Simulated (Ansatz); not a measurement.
# In3Se: relaxation of cell and atoms with PBEsol+D4

The system is In3Se.

```
In Se
1.0
     4.80376    0.00000    0.00000
     0.00000    4.80376    0.00000
     0.00000    0.00000    4.80376
In Se
3 1
Direct
  0.50000 0.50000 0.00000
  0.50000 0.00000 0.50000
  0.00000 0.50000 0.50000
  0.00000 0.00000 0.00000
```

The cell comes from a database or a generator and needn't be the stable form of this composition.

```
Program             : Ansatz 0.2.0
Task                : relaxation of cell and atoms
Functional          : PBEsol
Dispersion          : D4
Potentials or basis : Ansatz PAW
Cutoff              : 420 eV (not typed: the program's choice for these potentials)
k mesh              : 6 × 6 × 6
Occupations         : fermi-dirac, width 0.05 eV
Spin                : no spin polarisation
```

* Relaxed volume: 24.73 Å³/atom
* Relaxed cell: a = 4.625 Å, b = 4.625 Å, c = 4.625 Å, α = 90.00°, β = 90.00°, γ = 90.00°
* Space group after relaxing (to 0.05 Å): Pm-3m (No. 221)
* Energy gained by relaxing: 43.0 meV/atom
* Ionic steps: 5
* Pressure after relaxing: 0.0 GPa
* Band gap on the k mesh: none (metal or under the smearing width)

Step by step:
| step | energy change (eV) | largest force (eV/Å) | volume (Å³) |
| --- | --- | --- | --- |
| 1 | 0.0000 | 0.0000 | 110.85 |
| 2 | -0.1733 | 0.0000 | 99.54 |
| 3 | -0.1740 | 0.0000 | 98.75 |
| 4 | -0.1740 | 0.0000 | 98.92 |
| 5 | -0.1719 | 0.0000 | 98.92 |

Final structure:
```cif
data_structure
_symmetry_space_group_name_H-M 'P 1'
_symmetry_Int_Tables_number 1
_cell_length_a 4.6248
_cell_length_b 4.6248
_cell_length_c 4.6248
_cell_angle_alpha 90.000
_cell_angle_beta 90.000
_cell_angle_gamma 90.000
_cell_volume 98.92
loop_
_atom_site_label
_atom_site_type_symbol
_atom_site_fract_x
_atom_site_fract_y
_atom_site_fract_z
_atom_site_occupancy
In1 In 0.50000 0.50000 0.00000 1
In2 In 0.50000 0.00000 0.50000 1
In3 In 0.00000 0.50000 0.50000 1
Se1 Se 0.00000 0.00000 0.00000 1
```

Levels at points of the mesh, in eV from the Fermi level:
| k point | band 26 | band 27 | band 28 | band 29 | band 30 | band 31 |
| --- | --- | --- | --- | --- | --- | --- |
| (0.00, 0.00, 0.00) | -2.08 | -2.08 | 1.17 | 1.17 | 1.17 | 4.42 |
| (0.00, 0.00, -0.50) | -1.34 | -1.15 | -0.30 | -0.30 | 1.18 | 4.07 |
| (0.00, -0.50, -0.50) | -1.07 | -0.56 | -0.56 | 1.62 | 1.70 | 1.70 |
| (-0.50, -0.50, -0.50) | -4.46 | -4.46 | -3.68 | 3.35 | 3.35 | 3.35 |

It took 13 s on 2 threads of Arm Neoverse V2, with other jobs on the host, peak memory 0.43 GiB.

Caveat: the plane-wave basis is chosen anew once the cell has moved, so the energies of steps on either side of that aren't comparable; pairwise dispersion overbinds metals, which lowers pressure and volume; the PAW data sets come from PBE, with cores solved anew for the run's functional, which leaves a small shift of forces and pressure.
